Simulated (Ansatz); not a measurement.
Geometry optimisation, DFT PBE-D3(BJ), scalar-relativistic, plane waves, PAW (Ansatz).

input.yaml

```yaml
crystal:
  lattice:
    - [5.461657, 0.0, 0.0]
    - [1.604202, 5.220751, 0.0]
    - [0.0, 0.0, 18.804444]
  atoms:
    - { symbol: Ti, position: [0.0, 0.0, 0.0531789] }
    - { symbol: Ti, position: [0.3864822, 0.3864822, 0.1113315] }
    - { symbol: O, position: [0.1785187, 0.1785187, 0.1292425] }
    - { symbol: O, position: [0.0594822, 0.7134822, 0.1113315] }
    - { symbol: O, position: [0.5944457, 0.5944457, 0.0934205] }
    - { symbol: O, position: [0.7134822, 0.0594822, 0.1113315] }
    - { symbol: Ti, position: [0.7729644, 0.7729644, 0.1694841] }
    - { symbol: Ti, position: [0.1594466, 0.1594466, 0.2276367] }
    - { symbol: O, position: [0.9514831, 0.9514831, 0.2455478] }
    - { symbol: O, position: [0.8324466, 0.4864466, 0.2276367] }
    - { symbol: O, position: [0.36741, 0.36741, 0.2097257] }
    - { symbol: O, position: [0.4864466, 0.8324466, 0.2276367] }
    - { symbol: Ti, position: [0.5459287, 0.5459287, 0.2857894] }
    - { symbol: Ti, position: [0.9324109, 0.9324109, 0.343942] }
    - { symbol: O, position: [0.7244474, 0.7244474, 0.361853] }
    - { symbol: O, position: [0.6054109, 0.2594109, 0.343942] }
    - { symbol: O, position: [0.1403744, 0.1403744, 0.326031] }
    - { symbol: O, position: [0.2594109, 0.6054109, 0.343942] }
    - { symbol: Cl, position: [0.9461798, 0.4374349, 0.4857599] }
    - { symbol: Cl, position: [1.3192355, 0.2446113, 0.4884188] }
basis:
  ecutwfc: 420.0
kpoints:
  mp_grid: { grid: [2, 2, 1] }
hamiltonian:
  xc: pbe
  dispersion: d3bj
  pseudopotentials: { kind: paw, azcp: { folder: soft_1 } }
scf:
  occupations: { method: gaussian, width: 0.02 }
  lower_state_search: "off"
relax:
  f_tol: 0.03
  max_steps: 60
  adjacent_minimum: "off"
  constraints: [{ sites: [0, 1, 2, 3, 4, 5] }]
output:
  write_density: true
  write_potential: true
  elf: true
  volumetric_format: npy
```

Run as:

```bash
$ ansatz run input.yaml --threads 2 --pin off --max-ram 5120MiB --backend cpu --events-out ev --progress --plain --runs-dir out
```

Where does it end, and by what steps?

The run converged. The force dipped under the threshold on the way, but the program's further checks kept it going. Limits of this set-up: coarse k mesh, thin slab, slab without dipole correction. After 30 steps the energy has fallen by 5.056 eV; Cl20 moved furthest, 2.91 Å. Joined: Ti14–Cl19 (3.78 → 2.72 Å).

```
step  energy less start (eV)  largest force component (eV/Å)  accepted
   0                  0.0000                           5.252       yes
   2                 -4.5939                           1.789       yes
   4                 -4.8998                           0.283       yes
   6                 -4.9253                           0.125       yes
   8                 -4.9321                           0.056       yes
  10                 -4.9360                           0.038       yes
  12                 -4.9475                           0.047       yes
  14                 -4.9691                           0.207       yes
  16                 -4.9942                           0.046       yes
  18                 -5.0017                           0.217       yes
  20                 -5.0101                           0.111       yes
  22                 -5.0220                           0.163       yes
  24                 -5.0370                           0.097       yes
  26                 -5.0497                           0.065       yes
  28                 -5.0549                           0.050       yes
  30                 -5.0561                           0.018       yes
```

```xyz
20
Lattice="5.4617 0.0000 0.0000 1.6042 5.2208 0.0000 0.0000 0.0000 18.8044" Properties=species:S:1:pos:R:3
Ti 0.000 0.000 1.000
Ti 2.731 2.018 2.094
O 1.261 0.932 2.430
O 1.469 3.725 2.094
O 4.200 3.103 1.757
O 3.992 0.311 2.094
Ti 5.232 3.868 3.315
Ti 1.131 0.841 4.535
O 6.604 4.877 4.484
O 5.421 2.389 4.303
O 2.764 2.044 3.886
O 3.873 4.481 4.305
Ti 3.796 2.819 5.784
Ti 6.493 4.750 6.370
O 5.037 3.715 6.738
O 3.919 1.195 6.565
O 1.031 0.760 6.250
O 2.298 3.403 6.585
Cl 4.605 0.700 8.803
Cl 5.399 -0.068 10.541
```

The run took 100 s on 2 threads of AMD EPYC 9R45 96-Core Processor (Zen 5), with other jobs on the host, peak memory 1.1 GiB.
